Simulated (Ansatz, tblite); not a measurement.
# Ga6N6 wurtzite hole sphere (Ga6N6H18): one state, many levels

Aim: run the singlet of Ga6N6 wurtzite hole sphere (Ga6N6H18) at one geometry on many levels, and compare frontier levels, spin and run time.

Program: Ansatz 0.2.0, Gaussian basis. Level of theory: as each input shows. These are calculated values, not measurements.

Levels to be run: GFN1-xTB, GFN2-xTB, PBE-D4/def2-TZVP, r2SCAN-D4/def2-TZVP, PBE-D4/def2-SVP, PBE0-D4/def2-SVP.

1 further run of the same task is left out (set aside as unsound or not needed). Runs told in other sessions of the task aren't counted.

### 1 The relaxed structure

The geometry is that of the singlet, from an earlier relaxation (PBE-D4/def2-SVP).

30 atoms, charge 0, spin multiplicity 1.

Bond lengths: N1–Ga2 2.013 Å, N1–Ga7 2.013 Å, N1–H13 1.037 Å, N1–H14 1.030 Å, Ga2–N4 1.929 Å, Ga2–N5 2.013 Å, Ga2–H15 1.578 Å, Ga3–N4 2.015 Å, Ga3–N8 2.015 Å, Ga3–H16 1.616 Å, Ga3–H17 1.578 Å, N4–Ga6 2.015 Å, N4–H18 1.033 Å, N5–Ga10 2.013 Å, N5–H19 1.030 Å, N5–H20 1.037 Å, Ga6–N12 2.015 Å, Ga6–H21 1.616 Å and more. Angles: Ga2–N1–Ga7 118.8°, Ga2–N1–H13 103.7°, Ga2–N1–H14 111.8°, Ga7–N1–H13 103.7°, Ga7–N1–H14 111.8°, H13–N1–H14 105.4°, N1–Ga2–N4 104.7°, N1–Ga2–N5 102.0°, N1–Ga2–H15 111.1°, N4–Ga2–N5 104.7°, N4–Ga2–H15 121.3°, N5–Ga2–H15 111.1°, N4–Ga3–N8 101.0°, N4–Ga3–H16 105.8°, N4–Ga3–H17 110.8°, N8–Ga3–H16 105.8°, N8–Ga3–H17 110.8°, H16–Ga3–H17 120.8° and more.

PBE0-D4/def2-TZVP was run before; its log isn't repeated, and its numbers join the tables.

### 2 GFN1-xTB

Tight binding, by tblite at 300 K electronic temperature and without a spin-polarisation term:

```python
tblite.interface.Calculator('GFN1-xTB', numbers, positions, charge=0, uhf=0).singlepoint()
```

Energy -1006.8430 eV, HOMO -9.90 eV, LUMO -4.33 eV; 0.055 s.

### 3 GFN2-xTB

Tight binding, by tblite at 300 K electronic temperature and without a spin-polarisation term:

```python
tblite.interface.Calculator('GFN2-xTB', numbers, positions, charge=0, uhf=0).singlepoint()
```

Energy -928.3239 eV, HOMO -11.09 eV, LUMO -6.08 eV; 0.04 s.

### 4 PBE-D4/def2-TZVP

start.molden holds the orbitals of an earlier run on this state, given as this run's starting guess.

File in.yaml:

```yaml
crystal:
  periodic: [false, false, false]
  atoms:
    - {symbol: N, position_ang: [-0.002638, -1.808370, -1.602752]}
    - {symbol: Ga, position_ang: [-1.734127, -1.000995, -0.969247]}
    - {symbol: Ga, position_ang: [0.002371, -1.959114, 1.663740]}
    - {symbol: N, position_ang: [-1.553483, -0.896504, 0.948390]}
    - {symbol: N, position_ang: [-1.566469, 0.901863, -1.603562]}
    - {symbol: Ga, position_ang: [-1.696093, 0.982388, 1.663106]}
    - {symbol: Ga, position_ang: [1.730941, -1.001173, -0.974853]}
    - {symbol: N, position_ang: [1.556226, -0.897046, 0.943334]}
    - {symbol: N, position_ang: [1.561702, 0.901797, -1.608424]}
    - {symbol: Ga, position_ang: [-0.001357, 1.999836, -0.974135]}
    - {symbol: Ga, position_ang: [1.701458, 0.981673, 1.658006]}
    - {symbol: N, position_ang: [0.001761, 1.795627, 0.943927]}
    - {symbol: H, position_ang: [-0.001986, -2.753281, -1.176342]}
    - {symbol: H, position_ang: [-0.004345, -1.967672, -2.620222]}
    - {symbol: H, position_ang: [-2.971785, -1.715318, -1.637874]}
    - {symbol: H, position_ang: [0.000675, -3.350441, 0.842196]}
    - {symbol: H, position_ang: [0.004965, -1.953861, 3.241286]}
    - {symbol: H, position_ang: [-2.379164, -1.373320, 1.345817]}
    - {symbol: H, position_ang: [-1.703304, 0.979216, -2.621375]}
    - {symbol: H, position_ang: [-2.385178, 1.375358, -1.179145]}
    - {symbol: H, position_ang: [-2.900571, 1.676831, 0.839841]}
    - {symbol: H, position_ang: [-1.692355, 0.982714, 3.240662]}
    - {symbol: H, position_ang: [2.966468, -1.715415, -1.647500]}
    - {symbol: H, position_ang: [2.383056, -1.374077, 1.338108]}
    - {symbol: H, position_ang: [1.695402, 0.979210, -2.626647]}
    - {symbol: H, position_ang: [2.381816, 1.375105, -1.186525]}
    - {symbol: H, position_ang: [-0.002416, 3.427403, -1.645831]}
    - {symbol: H, position_ang: [1.702065, 0.981578, 3.235578]}
    - {symbol: H, position_ang: [2.903802, 1.675872, 0.831472]}
    - {symbol: H, position_ang: [0.002592, 2.750116, 1.338928]}
basis:
  gaussian: {orbitals: def2-TZVP, fitting: {mean_field: def2-universal-jkfit}, initial_orbitals: start.molden}
hamiltonian: {xc: pbe, dispersion: d4}
scf: {omitted_lower_state_checks: [starts]}
output: {orbitals: {seedname: orbitals}}
```

On the command line:

```sh
$ ansatz run in.yaml --threads 2 --pin off --events-out ev --progress --plain --max-ram 32768MiB --backend cuda --devices 0, --max-vram 18GiB
```

Output:

```text
Functional definition: PBE
  name "PBE"
  cite "Perdew, Burke & Ernzerhof, Phys. Rev. Lett. 77, 3865 (1996) doi:10.1103/PhysRevLett.77.3865"
  parent pbe
  parameter kappa = 0.804
  parameter beta = 0.06672455060314922
  exchange = pbe_x(kappa = kappa, mu = beta*pi^2/3)
  correlation = pbe_c(beta = beta)
these checks for a lower state are left out or cut short: starts
2382 factors; integrals over basis functions are off by at most 6.1e-1 eV
mean field evaluation 1: about -323454.6818 eV, gradient 2.2e1 eV
mean field evaluation 2: about -323455.1967 eV, gradient 5.6e-1 eV
mean field evaluation 4: about -323455.1943 eV, gradient 1.4e-1 eV
mean field evaluation 8: about -323455.1943 eV, gradient 1.8e-5 eV
mean field -323455.19433195 eV, -11886.7591458941 hartree, gradient 1.8e-5 eV, S^2 0.000000; 0 other end points of the search recorded, 0 dependent functions left out
reference -323455.19440907 eV, -11886.7591487280 hartree; 123, 123 occupied and 459, 459 virtual orbitals, 2382 factors
Total energy: -323456.94778910 eV, -11886.8235842558 hartree
Checks for a lower state left out: starts
```

Run time: 4.6 s. Hardware: 1 × H100 (card shared with other runs) with 2 threads of AMD EPYC 7R13, shared host; peak host memory 1 GiB.

Report: HOMO -6.04 eV, LUMO -1.28 eV.

### 5 r2SCAN-D4/def2-TZVP

in.yaml: that of step 4 with these lines changed.

```diff
@@ -35,3 +35,3 @@
   gaussian: {orbitals: def2-TZVP, fitting: {mean_field: def2-universal-jkfit}, initial_orbitals: start.molden}
-hamiltonian: {xc: pbe, dispersion: d4}
+hamiltonian: {xc: r2scan, dispersion: d4}
 scf: {omitted_lower_state_checks: [starts]}
```

The command is unchanged.

Output:

```text
Functional definition: r2SCAN
  name "r2SCAN"
  cite "Furness, Kaplan, Ning, Perdew & Sun, J. Phys. Chem. Lett. 11, 8208 (2020) doi:10.1021/acs.jpclett.0c02405"
  cite "Furness, Kaplan, Ning, Perdew & Sun, J. Phys. Chem. Lett. 11, 9248 (2020) doi:10.1021/acs.jpclett.0c03077"
  parent r2scan
  parameter k0 = 0.174
  parameter k1 = 0.065
  parameter a1 = 4.9479
  exchange = r2scan_x(k0 = k0, k1 = k1, a1 = a1)
  correlation = r2scan_c
these checks for a lower state are left out or cut short: starts
2382 factors; integrals over basis functions are off by at most 6.1e-1 eV
mean field evaluation 1: about -323508.6113 eV, gradient 1.4e1 eV
mean field evaluation 2: about -323508.7547 eV, gradient 2.0e-1 eV
mean field evaluation 4: about -323508.7401 eV, gradient 2.5e-4 eV
mean field -323508.74008899 eV, -11888.7269161704 hartree, gradient 1.4e-5 eV, S^2 0.000000; 0 other end points of the search recorded, 0 dependent functions left out
reference -323508.74011208 eV, -11888.7269170189 hartree; 123, 123 occupied and 459, 459 virtual orbitals, 2382 factors
Total energy: -323509.20089536 eV, -11888.7438504924 hartree
Checks for a lower state left out: starts
```

It took 6 s on 1 × H100 (card shared with other runs) with 2 threads of AMD EPYC 7R13, shared host; peak host memory 1.1 GiB.

From the report: HOMO -6.32 eV, LUMO -0.79 eV.

### 6 PBE-D4/def2-SVP

in.yaml: that of step 5 with these lines changed.

```diff
@@ -34,4 +34,4 @@
 basis:
-  gaussian: {orbitals: def2-TZVP, fitting: {mean_field: def2-universal-jkfit}, initial_orbitals: start.molden}
-hamiltonian: {xc: r2scan, dispersion: d4}
+  gaussian: {orbitals: def2-SVP, initial_orbitals: start.molden}
+hamiltonian: {xc: pbe, dispersion: d4}
 scf: {omitted_lower_state_checks: [starts]}
```

Launched as before.

Output:

```text
Functional definition: PBE
  name "PBE"
  cite "Perdew, Burke & Ernzerhof, Phys. Rev. Lett. 77, 3865 (1996) doi:10.1103/PhysRevLett.77.3865"
  parent pbe
  parameter kappa = 0.804
  parameter beta = 0.06672455060314922
  exchange = pbe_x(kappa = kappa, mu = beta*pi^2/3)
  correlation = pbe_c(beta = beta)
these checks for a lower state are left out or cut short: starts
4206 factors; their error is unknown
mean field evaluation 1: about -323403.9896 eV, gradient 1.7e1 eV
mean field evaluation 2: about -323404.6621 eV, gradient 5.1e-1 eV
mean field evaluation 4: about -323404.4689 eV, gradient 1.5e-3 eV
mean field -323404.46891820 eV, -11884.8950213214 hartree, gradient 1.7e-5 eV, S^2 0.000000; 0 other end points of the search recorded, 0 dependent functions left out
reference -323404.46899178 eV, -11884.8950240256 hartree; 123, 123 occupied and 243, 243 virtual orbitals, 4206 factors
Total energy: -323406.22237182 eV, -11884.9594595534 hartree
Checks for a lower state left out: starts
```

Wall time 5.5 s (1 × H100 (card shared with other runs) with 2 threads of AMD EPYC 7R13, shared host); peak host memory 1.1 GiB.

HOMO -5.94 eV, LUMO -0.92 eV.

### 7 PBE0-D4/def2-SVP

in.yaml: that of step 6 with these lines changed.

```diff
@@ -35,3 +35,3 @@
   gaussian: {orbitals: def2-SVP, initial_orbitals: start.molden}
-hamiltonian: {xc: pbe, dispersion: d4}
+hamiltonian: {xc: pbe0, dispersion: d4}
 scf: {omitted_lower_state_checks: [starts]}
```

Same command.

Output:

```text
Functional definition: PBE0
  name "PBE0"
  cite "Adamo & Barone, J. Chem. Phys. 110, 6158 (1999) doi:10.1063/1.478522"
  cite "Perdew, Burke & Ernzerhof, Phys. Rev. Lett. 77, 3865 (1996) doi:10.1103/PhysRevLett.77.3865"
  parent pbe
  parameter a = 0.25
  parameter kappa = 0.804
  parameter beta = 0.06672455060314922
  exchange = (1 - a)*pbe_x(kappa = kappa, mu = beta*pi^2/3) + a*exact_x
  correlation = pbe_c(beta = beta)
these checks for a lower state are left out or cut short: starts
3711 factors; integrals over basis functions are off by at most 1.6e-3 eV
mean field evaluation 1: about -323411.9844 eV, gradient 9.6e0 eV
mean field evaluation 2: about -323412.1906 eV, gradient 1.5e-1 eV
mean field evaluation 4: about -323412.3984 eV, gradient 9.6e-4 eV
mean field -323412.39837357 eV, -11885.1864234317 hartree, gradient 1.9e-5 eV, S^2 0.000000; 0 other end points of the search recorded, 0 dependent functions left out
reference -323412.39842820 eV, -11885.1864254393 hartree; 123, 123 occupied and 243, 243 virtual orbitals, 3711 factors
Total energy: -323413.94329294 eV, -11885.2431981714 hartree
Checks for a lower state left out: starts
```

Run time: 6 s. Hardware: 1 × H100 (card shared with other runs) with 2 threads of AMD EPYC 7R13, shared host; peak host memory 1.1 GiB.

HOMO -7.17 eV, LUMO -0.07 eV.

### 8 Levels side by side

| level | functions | HOMO (eV) | LUMO (eV) | gap (eV) | time |
| --- | --- | --- | --- | --- | --- |
| PBE-D4/def2-SVP | 366 | -5.94 | -0.92 | 5.02 | 5.5 s |
| PBE-D4/def2-TZVP | 582 | -6.04 | -1.28 | 4.76 | 4.6 s |
| r2SCAN-D4/def2-TZVP | 582 | -6.32 | -0.79 | 5.53 | 6 s |
| PBE0-D4/def2-SVP | 366 | -7.17 | -0.07 | 7.10 | 6 s |
| PBE0-D4/def2-TZVP | 582 | -7.23 | -0.48 | 6.75 | 6.5 s |

### 9 Binding energy

Free atoms were run apart at each level; binding is atoms less cluster, divided by the number of atoms, without zero-point or spin-orbit terms.

| level | binding an atom (eV) |
| --- | --- |
| PBE-D4/def2-SVP | 3.245 |
| PBE-D4/def2-TZVP | 3.217 |
| r2SCAN-D4/def2-TZVP | 3.194 |
| PBE0-D4/def2-SVP | 3.203 |
| PBE0-D4/def2-TZVP | 3.175 |

### 10 What came out

```
                                                 quantity                                value
gap in def2-TZVP, named functionals, smallest and largest  4.76 eV (PBE-D4), 6.75 eV (PBE0-D4)
                binding an atom, functionals in def2-TZVP   3.18 (PBE0-D4) to 3.22 eV (PBE-D4)
          PBE0 total energy, smallest basis above largest       50.39 eV (def2-SVP, def2-TZVP)
```

In words: Orbital gaps of the named functionals in def2-TZVP span 4.76 eV (PBE-D4) to 6.75 eV (PBE0-D4); exact exchange widens it.

The slowest run with a step of its own, PBE0-D4/def2-SVP, took 6 s; the quickest functional in def2-TZVP took 4.6 s (shared host).
